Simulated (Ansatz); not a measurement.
Geometry optimisation, DFT PBE-D3(BJ), scalar-relativistic, plane waves, PAW in Ansatz 0.2.0.

Input:

```yaml
crystal:
  lattice:
    - [7.67918, 0.0, 0.0]
    - [3.83959, 6.650365, 0.0]
    - [0.0, 0.0, 18.868765]
  atoms:
    - { symbol: H, position: [0.1666667, 0.1666667, 0.0529976] }
    - { symbol: H, position: [0.6666667, 0.1666667, 0.0529976] }
    - { symbol: H, position: [0.1666667, 0.6666667, 0.0529976] }
    - { symbol: H, position: [0.6666667, 0.6666667, 0.0529976] }
    - { symbol: Si, position: [0.1666667, 0.1666667, 0.1324941] }
    - { symbol: Si, position: [0.6666667, 0.1666667, 0.1324941] }
    - { symbol: Si, position: [0.1666667, 0.6666667, 0.1324941] }
    - { symbol: Si, position: [0.6666667, 0.6666667, 0.1324941] }
    - { symbol: Si, position: [-0.1666667, 0.3333333, 0.1740312] }
    - { symbol: Si, position: [0.3333333, 0.3333333, 0.1740312] }
    - { symbol: Si, position: [-0.1666667, 0.8333333, 0.1740312] }
    - { symbol: Si, position: [0.3333333, 0.8333333, 0.1740312] }
    - { symbol: Si, position: [-0.1666667, 0.3333333, 0.2986423] }
    - { symbol: Si, position: [0.3333333, 0.3333333, 0.2986423] }
    - { symbol: Si, position: [-0.1666667, 0.8333333, 0.2986423] }
    - { symbol: Si, position: [0.3333333, 0.8333333, 0.2986423] }
    - { symbol: Si, position: [0.0, 0.0, 0.3401794] }
    - { symbol: Si, position: [0.5, 0.0, 0.3401794] }
    - { symbol: Si, position: [0.0, 0.5, 0.3401794] }
    - { symbol: Si, position: [0.5, 0.5, 0.3401794] }
    - { symbol: H, position: [0.5, 0.0, 0.417026] }
    - { symbol: H, position: [0.0, 0.5, 0.417026] }
    - { symbol: H, position: [0.5, 0.5, 0.417026] }
    - { symbol: Sb, position: [-0.0010253, 0.5112989, 0.5087119] }
basis:
  ecutwfc: 420.0
kpoints:
  mp_grid: { grid: [2, 2, 1] }
hamiltonian:
  xc: pbe
  dispersion: d3bj
  pseudopotentials: { kind: paw, azcp: { folder: soft_1 } }
scf:
  occupations: { method: gaussian, width: 0.05 }
  lower_state_search: "off"
relax:
  f_tol: 0.03
  max_steps: 60
  adjacent_minimum: "off"
  constraints: [{ sites: [0, 1, 2, 3, 4, 5, 6, 7] }]
```

Launched with:

```bash
$ ansatz run input.yaml --threads 2 --pin off --max-ram 5120MiB --backend cpu --events-out ev --progress --plain --runs-dir out
```

**Question.** Where does it end, and by what steps?

**Answer.** It converged. The force dipped under the threshold on the way, but the program's further checks kept it going. Limits of this set-up: coarse k mesh, thin slab, slab without dipole correction. After 22 steps the energy has fallen by 2.699 eV; Sb24 moved furthest, 3.05 Å. Parted: H22–Sb24 (1.73 → 3.12 Å). Joined: Si15–Sb24 (4.51 → 2.80 Å), Si17–Sb24 (4.92 → 2.46 Å).

| step | energy less start (eV) | largest force component (eV/Å) | accepted |
| --- | --- | --- | --- |
| 0 | 0.0000 | 2.578 | yes |
| 1 | -0.3183 | 1.146 | yes |
| 2 | -0.4297 | 0.423 | yes |
| 3 | -0.5290 | 0.338 | yes |
| 4 | -0.6637 | 0.467 | yes |
| 5 | -0.8401 | 0.611 | yes |
| 6 | -1.0523 | 0.721 | yes |
| 7 | -1.2901 | 0.769 | yes |
| 8 | -1.5436 | 0.780 | yes |
| 9 | -1.7832 | 0.771 | yes |
| 10 | -2.0372 | 0.758 | yes |
| 11 | -2.2276 | 0.443 | yes |
| 12 | -2.3658 | 0.234 | yes |
| 13 | -2.4477 | 0.343 | yes |
| 14 | -2.5147 | 0.449 | yes |
| 15 | -2.6082 | 0.218 | yes |
| 16 | -2.6640 | 0.246 | yes |
| 17 | -2.6811 | 0.070 | yes |
| 18 | -2.6859 | 0.134 | yes |
| 19 | -2.6950 | 0.084 | yes |
| 20 | -2.6973 | 0.102 | yes |
| 21 | -2.6994 | 0.013 | yes |
| 22 | -2.6994 | 0.013 | yes |

```xyz
24
Lattice="7.6792 0.0000 0.0000 3.8396 6.6504 0.0000 0.0000 0.0000 18.8688" Properties=species:S:1:pos:R:3
H 1.920 1.108 1.000
H 5.759 1.108 1.000
H 3.840 4.434 1.000
H 7.679 4.434 1.000
Si 1.920 1.108 2.500
Si 5.759 1.108 2.500
Si 3.840 4.434 2.500
Si 7.679 4.434 2.500
Si -0.004 2.224 3.217
Si 3.838 2.216 3.265
Si 1.921 5.544 3.306
Si 5.762 5.535 3.217
Si -0.020 2.251 5.535
Si 3.824 2.207 5.615
Si 1.913 5.539 5.708
Si 5.780 5.503 5.536
Si 0.104 0.058 6.252
Si 3.788 -0.005 6.376
Si 1.892 3.283 6.376
Si 5.744 3.313 6.360
H 3.595 -0.008 7.863
H 1.792 3.118 7.864
H 5.802 3.342 7.859
Sb 2.789 6.040 8.320
```

The run took 2.7 min on 2 threads of Arm Neoverse V1, with other jobs on the host, peak memory 1.2 GiB.
